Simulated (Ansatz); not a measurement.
# ClHMg: the cost of one run

Computed with Ansatz 0.2.0, Gaussian basis. Level: PBE0-D4/def2-TZVP structures, single points in def2-TZVPP, no counterpoise correction.

Levels: SPW92, PBE-D4, BLYP-D4, r2SCAN-D4, B97M-V, PBE0-D4, B3LYP-D4, r2SCAN0-D4, BHLYP-D4, CAM-B3LYP-D4, wB97X-V, wB97M-V, B2PLYP, PBE-QIDH, RPA on PBE, Hartree-Fock, MP2, CCSD, CCSD(T).

Correlated methods freeze the cores. The outer core shell of Li, Na, Mg and K is correlated. B3LYP uses VWN-RPA correlation. B2PLYP carries no dispersion term here.

94 further runs of the same task are left out: 94 set aside as unsound or not needed. Runs told in other sessions of the task aren't counted.

### 1 Starting geometry

The complex: 10 atoms, charge 0, spin multiplicity 1.

Atoms are counted from 1 here; the program's logs count them from 0.

Bond lengths: Mg1–N2 2.171 Å, Mg1–Cl4 2.239 Å, Mg1–H6 1.711 Å, N2–C3 1.472 Å, N2–H5 1.015 Å, N2–H7 1.016 Å, C3–H8 1.091 Å, C3–H9 1.093 Å, C3–H10 1.090 Å. Angles: N2–Mg1–Cl4 97.4°, N2–Mg1–H6 113.4°, Cl4–Mg1–H6 149.2°, Mg1–N2–C3 110.6°, Mg1–N2–H5 113.6°, Mg1–N2–H7 106.2°, C3–N2–H5 110.1°, C3–N2–H7 109.0°, H5–N2–H7 107.0°, N2–C3–H8 109.3°, N2–C3–H9 112.8°, N2–C3–H10 108.6°, H8–C3–H9 108.5°, H8–C3–H10 108.6°, H9–C3–H10 109.0°.

Geometry (Å):

```mol
CH6ClMgN
  3D, bonds by distance, orders not assigned

 10  9  0  0  0  0  0  0  0  0999 V2000
   -1.6484    0.6639    0.4404 Mg  0  0
    0.4899    0.5364    0.0848 N   0  0
    0.8843   -0.8519   -0.2069 C   0  0
   -2.3086    0.4468   -1.6883 Cl  0  0
    1.0514    0.9070    0.8443 H   0  0
   -2.0531    0.8239    2.0949 H   0  0
    0.6767    1.1118   -0.7311 H   0  0
    0.6890   -1.4740    0.6679 H   0  0
    1.9405   -0.9452   -0.4701 H   0  0
    0.2783   -1.2188   -1.0359 H   0  0
  1  2  8  0
  1  4  8  0
  1  6  8  0
  2  3  8  0
  2  5  8  0
  2  7  8  0
  3  8  8  0
  3  9  8  0
  3 10  8  0
M  END
```

Its parts: MgHCl holds atoms 1, 4, 6; CH₅N holds atoms 2, 3, 5, 7, 8, 9, 10. Each part counts its atoms afresh in its own runs.

### 2 Relaxing MgHCl alone

relax-a/in.yaml reads:

```yaml
crystal:
  periodic: [false, false, false]
  atoms:
    - {symbol: Mg, position_ang: [-1.648398, 0.663857, 0.440448]}
    - {symbol: Cl, position_ang: [-2.308557, 0.446838, -1.688336]}
    - {symbol: H, position_ang: [-2.053079, 0.823899, 2.094937]}
basis:
  gaussian: {orbitals: def2-TZVP}
hamiltonian: {xc: pbe0, dispersion: d4}
relax: {f_tol: 0.005, max_steps: 200}
```

On the command line:

```
ansatz run in.yaml --threads 4 --pin off --events-out ev --progress --plain --max-ram 9574MiB
```

**Question.** How long does this run take on 4 threads of Arm Neoverse V1, shared host?

About 2.3 s.
